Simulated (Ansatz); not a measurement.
MgSe₂, space group Pa-3, a single point from a YAML input

Computed with Ansatz 0.2.0 through its Python package.

Input file `scf.yaml`:
```yaml
crystal:
  lattice:
    - [6.459998, 0.0, 0.0]
    - [0.0, 6.459998, 0.0]
    - [0.0, 0.0, 6.459998]
  atoms:
    - { symbol: Mg, position: [0.5, 0.5, 0.0] }
    - { symbol: Mg, position: [0.5, 0.0, 0.5] }
    - { symbol: Mg, position: [0.0, 0.5, 0.5] }
    - { symbol: Mg, position: [0.0, 0.0, 0.0] }
    - { symbol: Se, position: [0.106203, 0.893797, 0.393797] }
    - { symbol: Se, position: [0.893797, 0.393797, 0.106203] }
    - { symbol: Se, position: [0.393797, 0.106203, 0.893797] }
    - { symbol: Se, position: [0.606203, 0.606203, 0.606203] }
    - { symbol: Se, position: [0.893797, 0.106203, 0.606203] }
    - { symbol: Se, position: [0.106203, 0.606203, 0.893797] }
    - { symbol: Se, position: [0.606203, 0.893797, 0.106203] }
    - { symbol: Se, position: [0.393797, 0.393797, 0.393797] }
kpoints:
  mp_grid: { grid: [3, 3, 3] }
hamiltonian:
  xc: r2scan
scf:
  occupations: { method: fixed }
basis:
  ecutwfc: "42 Ry"
output:
  forces: true
  stress: true
```

`yaml_run_mgse2.py`
```python
"""MgSe2 from YAML text."""

import ansatz as az
import numpy as np
import yaml


def main() -> None:
    with open("scf.yaml") as handle:
        tree = yaml.safe_load(handle)
    print("sections:", list(tree))
    result = az.Session.from_dict(tree).plan(threads=1).execute()
    report = result.report

    for key in ("converged", "n_iterations", "n_electrons", "n_kpoints", "n_pw", "n_symmetry_ops", "free_energy_ev", "fermi_energy_ev"):
        print(f"{key:18s} {report[key]}")

    # pressure is a third of the trace
    stress = np.array(report["stress_gpa"])
    print(f"pressure {np.trace(stress) / 3:.3f} GPa")
    print("stress tensor, GPa, positive in compression")
    print(np.round(stress, 3) + 0.0)

    # forces, one row an atom
    print("forces (eV/A)")
    for site, force in zip(result.lattice.sites, report["forces_ev_ang"]):
        print(f"  {site.symbol:2s} {force[0]:9.4f} {force[1]:9.4f} {force[2]:9.4f}")

    print("energy terms (eV)")
    for term, value in report["components"].items():
        if abs(value) > 1e-9:
            print(f"  {term:26s} {value:16.5f}")


if __name__ == "__main__":
    main()
```

```console
$ python yaml_run_mgse2.py
sections: ['crystal', 'kpoints', 'hamiltonian', 'scf', 'basis', 'output']
converged          True
n_iterations       7
n_electrons        168.0
n_kpoints          4
n_pw               8385
n_symmetry_ops     24
free_energy_ev     -51542.5631980155
fermi_energy_ev    7.189388245617679
pressure 0.326 GPa
stress tensor, GPa, positive in compression
[[0.326 0.    0.   ]
 [0.    0.326 0.   ]
 [0.    0.    0.326]]
forces (eV/A)
  Mg    0.0000   -0.0000   -0.0000
  Mg    0.0000   -0.0000   -0.0000
  Mg    0.0000   -0.0000   -0.0000
  Mg    0.0000   -0.0000    0.0000
  Se   -0.0059    0.0059    0.0059
  Se    0.0059    0.0059   -0.0059
  Se    0.0059   -0.0059    0.0059
  Se   -0.0059   -0.0059   -0.0059
  Se    0.0059   -0.0059   -0.0059
  Se   -0.0059   -0.0059    0.0059
  Se   -0.0059    0.0059   -0.0059
  Se    0.0059    0.0059    0.0059
energy terms (eV)
  e_band                          -4590.80808
  e_kinetic                        1257.54994
  e_local                        -25455.81533
  e_nonlocal                      -4379.07762
  e_hartree                       11733.29670
  e_xc                             -899.02995
  e_vxc                           -1008.37948
  e_paw                          -16587.67159
  e_vpaw                           1476.91984
  e_augmentation_tail                -0.00151
  e_vtau                             51.40314
  e_ewald                        -17197.59085
  e_core_change                     -14.22299
```

Notes:
- Absolute energies stand on the zero of these potentials, so only differences at equal settings mean something. A total without «per atom» is that of the cell as typed.
- The energy terms are those on the plane-wave grid, with the one-centre PAW part apart; e_band, e_vxc and e_vpaw aren't summands of the total.
- An absolute Fermi energy rests on an arbitrary zero of the periodic potential and has no direct meaning.
- The structure comes from a database of computed cells and needn't be a stable or known phase.
- Gaps and levels are Kohn-Sham values on a finite set of k-points, without spin-orbit coupling.
- It ran for 15 s on 1 thread of Arm Neoverse V2, on a shared host, peak memory 1.3 GiB.

(Lines on the test bed's own set-up are left out of the output.)
